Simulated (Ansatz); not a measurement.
# AgSb: one candidate structure

Where does AgSb go from the start given, zinc blende type (F-43m, No. 216)?

Program: Ansatz 0.2.0. Level of theory: DFT PBE, scalar-relativistic, plane waves, PAW. These are calculated values, not measurements.

**1. The structure to begin with**

It takes space group F-43m (No. 216, cubic). Conventional cell: a = 5.961 Å, b = 5.961 Å, c = 5.961 Å, α = 90.00°, β = 90.00°, γ = 90.00°. Around Ag (site symmetry -43m) lie 4 Sb at 2.58 Å. Sb (site symmetry -43m) has 4 Ag at 2.58 Å as nearest neighbours.

Coordinates:

```cif
data_structure
_symmetry_space_group_name_H-M 'F-43m'
_symmetry_Int_Tables_number 216
_cell_length_a 5.9613
_cell_length_b 5.9613
_cell_length_c 5.9613
_cell_angle_alpha 90.000
_cell_angle_beta 90.000
_cell_angle_gamma 90.000
_cell_volume 211.85
loop_
_atom_site_label
_atom_site_type_symbol
_atom_site_symmetry_multiplicity
_atom_site_Wyckoff_symbol
_atom_site_fract_x
_atom_site_fract_y
_atom_site_fract_z
_atom_site_occupancy
Ag1 Ag 4 a 0.00000 0.00000 0.00000 1
Sb1 Sb 4 c 0.25000 0.25000 0.25000 1
```

(A quick probe on a coarse mesh, which set the mesh and smearing, is not shown.)

**3. Rough relaxation on the coarse mesh**

Contents of input.yaml:

```yaml
crystal:
  lattice:
    - [0.0, 2.9806550593, 2.9806550593]
    - [2.9806550593, 0.0, 2.9806550593]
    - [2.9806550593, 2.9806550593, 0.0]
  atoms:
    - { symbol: Ag, position: [0.0, 0.0, 0.0] }
    - { symbol: Sb, position: [0.75, 0.75, 0.75] }
basis:
  ecutwfc: 420
kpoints:
  mp_grid: { grid: [6, 6, 6] }
hamiltonian:
  xc: pbe
scf:
  occupations: { method: gaussian, width: 0.1 }
  lower_state_search: "off"
output:
  forces: true
  stress: true
  eigenvalues: true
relax:
  adjacent_minimum: "off"
  f_tol: 0.04
  max_steps: 70
  cell: { stress_tol: 0.4 }
```

Started as:

```sh
ansatz run input.yaml --threads 1 --pin off --max-ram 2560MiB --backend cpu --events-out ev --progress --plain --runs-dir out
```

The session goes on with these runs: full relaxation.

Q: Predict the outcome of this session.

**Answer**, as computed:

Formation energies count from the elements, computed with the same settings in runs not shown here.

```
                          quantity                                                                      value
               cell (conventional)  a = 6.268 Å, b = 6.268 Å, c = 6.268 Å, α = 90.00°, β = 90.00°, γ = 90.00°
                       space group                                                            F-43m (No. 216)
                            volume                                                              30.78 Å³/atom
                   gap on the mesh                                                               none (metal)
formation energy from the elements                                                             +0.395 eV/atom
```

The space group stayed F-43m, and from the first guess the volume went from 26.48 to 30.78 Å³/atom. The formation energy of +0.40 eV/atom is positive, so the elements lie lower than this structure; another structure of the compound can lie lower. Spin-orbit coupling is left out for Sb.
